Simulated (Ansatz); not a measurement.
# SnTe: how the settings move a relaxation

Aim: see which settings change the result for SnTe, by how much, and at what cost.

The COD entry's cell or inner coordinates are ideal or old and differ from later refinements, so a difference from it is no clean test against experiment.

Computed with Ansatz 0.2.0 (reference: DFT, PBEsol, PAW with Ansatz's default frozen-core files, scalar-relativistic; relaxation of cell and atoms, unless a step's input says otherwise).

### 1 The structure to begin with

It takes space group Fm-3m (No. 225, cubic). Conventional cell: a = 6.302 Å, b = 6.302 Å, c = 6.302 Å, α = 90.00°, β = 90.00°, γ = 90.00°. Sn (site symmetry m-3m) has 6 Te at 3.15 Å as nearest neighbours. Around Te (site symmetry m-3m) lie 6 Sn at 3.15 Å.

Coordinates:

```cif
data_structure
_symmetry_space_group_name_H-M 'P 1'
_symmetry_Int_Tables_number 1
_cell_length_a 4.4560
_cell_length_b 4.4560
_cell_length_c 4.4560
_cell_angle_alpha 60.000
_cell_angle_beta 60.000
_cell_angle_gamma 60.000
_cell_volume 62.56
loop_
_atom_site_label
_atom_site_type_symbol
_atom_site_fract_x
_atom_site_fract_y
_atom_site_fract_z
_atom_site_occupancy
Sn1 Sn 0.00000 0.00000 0.00000 1
Te1 Te 0.50000 0.50000 0.50000 1
```

### 2 The reference run

File input.yaml:

```yaml
crystal:
  lattice:
    - [0.0, 3.15085, 3.15085]
    - [3.15085, 0.0, 3.15085]
    - [3.15085, 3.15085, 0.0]
  atoms:
    - { symbol: Sn, position: [0.0, 0.0, 0.0] }
    - { symbol: Te, position: [0.5, 0.5, 0.5] }
kpoints:
  mp_grid: { grid: [10, 10, 10] }
scf:
  occupations: { method: fermi_dirac, width: 0.1 }
hamiltonian:
  xc: pbesol
  pseudopotentials: { kind: paw }
relax:
  f_tol: 0.002
  max_steps: 80
  cell: {}
output:
  forces: true
  stress: true
  write_density: true
  write_potential: true
  elf: true
  volumetric_format: npy
```

The run is started by

```bash
ansatz run input.yaml --threads 1 --pin off --max-ram 3072MiB --backend cpu --events-out ev --progress --plain --runs-dir out
```

### 3 The same system, input altered

input.yaml: that of step 2 with these lines changed.

```diff
@@ -11,3 +11,4 @@
 scf:
-  occupations: { method: fermi_dirac, width: 0.1 }
+  occupations: { method: fixed }
+  mixing: { algorithm: broyden, beta: 0.3 }
 hamiltonian:
@@ -22,5 +23 @@
   stress: true
-  write_density: true
-  write_potential: true
-  elf: true
-  volumetric_format: npy
```

(Steps that only read results are left out.)

What does the calculation give? Wanted: for each run, ending; energy change; pressure; gap; force.

**Answer**, as computed:

| run | ending | energy change | pressure (GPa) | gap (eV) | force (eV/Å) | cycles | time |
| --- | --- | --- | --- | --- | --- | --- | --- |
| reference | converged | 0 | 0.0 | 0.16 | 0.00 | 21 | 9.1 s |
| 1: occupations.method fixed, mixing.algorithm broyden, mixing.beta 0.3 | converged | -0.5 meV/atom (σ→0) | 0.0 | 0.16 | 0.00 | 21 | 7.1 s |

Times don't compare one to one where runs were asked for different outputs or read a saved state (see the inputs); cycles may leave out searches for a lower state.

What this shows: Changing the smearing and mixing moves the energy by -0.5 meV/atom (σ→0 values). The gap of the reference lacks spin-orbit coupling, though the cell holds Te.
